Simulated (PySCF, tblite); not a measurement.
# C7H12OSSi: geometry, infrared bands and NMR shifts

What infrared bands and NMR shifts should C7H12OSSi (`C=CC[C@@H]1CS[Si@H](O)C1=C`) show?

The runs use tblite 0.8.0 and PySCF 2.14.0, with density-fitted response routines of our own; the level of theory stands in each step. All values are computed, except where a source is named. Atoms are numbered from 0 throughout.

### Step 1. The starting structure

22 atoms, charge 0, multiplicity 1; geometry from: force field or distance geometry start.

Bonds of the start (Å): C0–C1 1.33, C1–C2 1.49, C2–C3 1.54, C3–C4 1.54, C4–S5 1.84, S5–Si6 2.13, Si6–O7 1.65, Si6–C8 1.87, C8–C9 1.35, C8–C3 1.53, C0–H10 1.07, C0–H11 1.09, C1–H12 1.10, C2–H13 1.09, C2–H14 1.11, C3–H15 1.12, C4–H16 1.09, C4–H17 1.10, Si6–H18 1.48, O7–H19 0.97, C9–H20 1.09, C9–H21 1.09.

### Step 2. Relaxing the molecule with GFN2-xTB

The job: settings as JSON, then the geometry in Å.

```
{"job": {"kind": "relax", "xc": "GFN2-xTB", "basis": "xTB"}, "charge": 0, "multiplicity": 1}
C      2.807100     0.769800    -1.534700
C      2.351000     0.513800    -0.307700
C      0.953600     0.752300     0.165400
C      0.210200    -0.534600     0.574500
C     -0.034600    -1.517100    -0.588500
S     -1.473000    -0.963100    -1.591800
Si    -2.545600    -0.198600     0.084300
O     -3.024800     1.329400    -0.305800
C     -1.109000    -0.228800     1.283000
C     -1.227400    -0.039200     2.612200
H      3.829200     0.580900    -1.808700
H      2.142200     1.176500    -2.298800
H      3.045900     0.108700     0.446900
H      1.002800     1.437500     1.018000
H      0.376200     1.299100    -0.609700
H      0.857100    -1.067800     1.310700
H     -0.261300    -2.512700    -0.205500
H      0.839600    -1.619400    -1.245300
H     -3.663100    -1.078800     0.498300
H     -2.553500     1.713000    -1.057200
H     -2.179400     0.176800     3.093000
H     -0.353400    -0.078200     3.258000
```

Command:

```sh
OMP_NUM_THREADS=1 python probes_run.py task.json out
```

One launch serves the whole session: the jobs run in the order shown.

**Question.** This job is followed by: GFN2-xTB harmonic vibrations, gas phase; GIAO PBE0/pcSseg-1 NMR shielding, non-relativistic, gas phase. Predict these results of the whole session: strongest single infrared mode (GFN2-xTB); zero-point energy (GFN2-xTB); 13C shifts against TMS (PBE0/pcSseg-1); 1H shifts against TMS (PBE0/pcSseg-1); 33S shifts against CS2 (PBE0/pcSseg-1); 29Si shifts against TMS (PBE0/pcSseg-1); 17O shifts against H2O (PBE0/pcSseg-1).

**Answer**, as computed:

| quantity | value |
| --- | --- |
| strongest single infrared mode (GFN2-xTB) | 794 cm⁻¹, 412 km/mol |
| zero-point energy (GFN2-xTB) | 107.2 kcal/mol |
| 13C shifts against TMS (PBE0/pcSseg-1) | 165.0, 145.9, 133.4, 124.9, 51.0, 46.3, 36.3 ppm |
| 1H shifts against TMS (PBE0/pcSseg-1) | 6.35, 5.99, 5.95, 5.55, 5.46, 5.41, 3.01, 2.77, 2.77, 2.26, 1.99, 1.76 ppm |
| 33S shifts against CS2 (PBE0/pcSseg-1) | -142 ppm |
| 29Si shifts against TMS (PBE0/pcSseg-1) | -0.6 ppm |
| 17O shifts against H2O (PBE0/pcSseg-1) | 49.2 ppm |

**Reading.** Over 84 steps the energy fell by 0.214 eV; of the close pairs, Si6–H18 changed most, 1.482 to 1.451 Å. No mode is imaginary among the 60: a minimum at this level. The strongest single mode, at 794 cm⁻¹, moves mainly H19. Unscaled tight-binding wavenumbers are off by several per cent, some by more. Its intensities can rank the bands wrongly.
